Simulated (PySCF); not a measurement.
# C3H7NSSi: the cost of one run

Programs: PySCF 2.14.0, with density-fitted response routines of our own. Each step states its level of theory. These are calculated values for one molecule in the gas phase, unless marked as measured. Atoms count from 0, in the outputs and in this text.

### 1 The molecule as given

13 atoms, charge 0, multiplicity 1; geometry from: GFN2-xTB. The atoms were then displaced at random by about 0.01 Å, so the start is not that level's minimum.

Bonds of the start (Å): C0–N1 1.46, N1–Si2 1.77, Si2–C3 1.88, C3–C4 1.48, C4–S5 1.63, C4–N1 1.36, C0–H6 1.11, C0–H7 1.08, C0–H8 1.10, Si2–H9 1.47, Si2–H10 1.45, C3–H11 1.11, C3–H12 1.11.

### 2 Geometry optimisation at PBE0-D3(BJ)/def2-SVP

What the job is given:

```
{"job": {"xc": "PBE0", "basis": "def2-SVP", "d3": "d3bj", "grid": 1, "shake": 0.01, "kind": "geom"}, "charge": 0, "multiplicity": 1}
C      1.833670     0.201970     0.456130
N      0.428480     0.006530     0.116000
Si    -0.731720    -1.331950     0.113430
C     -1.654640     0.183500    -0.521930
C     -0.409950     0.959280    -0.361150
S     -0.096690     2.535000    -0.644640
H      2.069360     1.271910     0.267710
H      2.470340    -0.402970    -0.165370
H      1.985630     0.000690     1.523180
H     -0.987000    -1.817040     1.479520
H     -0.349370    -2.375120    -0.818220
H     -2.490050     0.570960     0.104020
H     -2.062250     0.180370    -1.559010
```

Run with:

```bash
$ OMP_NUM_THREADS=1 python probes_run.py task.json out
```

This one command runs all jobs of the session in turn.

**Question.** How long does this first job take on 1 thread of Arm Neoverse V1, shared host, and how much memory does it need?

About 57 s, with a peak of 0.51 GiB.
